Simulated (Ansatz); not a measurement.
**BH3BrF: a reaction path by the nudged elastic band**

Method: PBE0-D4/def2-SVP; program: Ansatz 0.2.0, Gaussian basis.

**1. The starting structure**

The first end: 6 atoms, charge 0, spin multiplicity 1.

Atoms are counted from 1 here; the program's logs count them from 0.

Bond lengths: B1–F2 1.324 Å, B1–H3 1.197 Å, B1–H4 1.197 Å, H5–Br6 1.422 Å. Angles: F2–B1–H3 117.8°, F2–B1–H4 117.8°, H3–B1–H4 124.3°.

Geometry (Å):

```xyz
6

B     0.2053    0.5862   -0.8144
F     1.3928    0.4574   -0.2423
H    -0.0943   -0.2039   -1.6616
H    -0.4627    1.5300   -0.5062
H     0.1379   -1.2219    1.8779
Br   -1.1791   -1.1477    1.3465
```

The second end:

```
B    -0.51854    0.23429   -0.51700
F     1.49732    0.01940    0.44838
H    -0.16582   -0.31771   -1.50541
H    -0.53270    1.40886   -0.35505
H     1.17834   -0.50984    1.14090
Br   -1.45869   -0.83500    0.78807
```

**2. The band at PBE0-D4/def2-SVP**

Contents of neb/in.yaml:

```yaml
crystal:
  periodic: [false, false, false]
  atoms:
    - {symbol: B, position_ang: [0.205271, 0.586227, -0.814359]}
    - {symbol: F, position_ang: [1.392841, 0.457359, -0.242347]}
    - {symbol: H, position_ang: [-0.094346, -0.203931, -1.661586]}
    - {symbol: H, position_ang: [-0.462709, 1.530016, -0.506176]}
    - {symbol: H, position_ang: [0.137935, -1.221928, 1.877862]}
    - {symbol: Br, position_ang: [-1.179092, -1.147743, 1.346507]}
basis:
  gaussian: {orbitals: def2-SVP}
hamiltonian: {xc: pbe0, dispersion: d4}
neb:
  images: 5
  climbing: true
  max_iterations: 40
  initial_path: idpp
  final_atoms:
    - {symbol: B, position_ang: [-0.518543, 0.234286, -0.516996]}
    - {symbol: F, position_ang: [1.497322, 0.019404, 0.448382]}
    - {symbol: H, position_ang: [-0.165824, -0.317707, -1.505405]}
    - {symbol: H, position_ang: [-0.532703, 1.408863, -0.355053]}
    - {symbol: H, position_ang: [1.178341, -0.509842, 1.140903]}
    - {symbol: Br, position_ang: [-1.458693, -0.835005, 0.788069]}
```

On the command line:

```
> ansatz run in.yaml --threads 2 --pin off --events-out ev --progress --plain --max-ram 4352MiB
```

**Question.** How long does this run take on 2 threads of Arm Neoverse V1, shared host?

About 1.8 min.
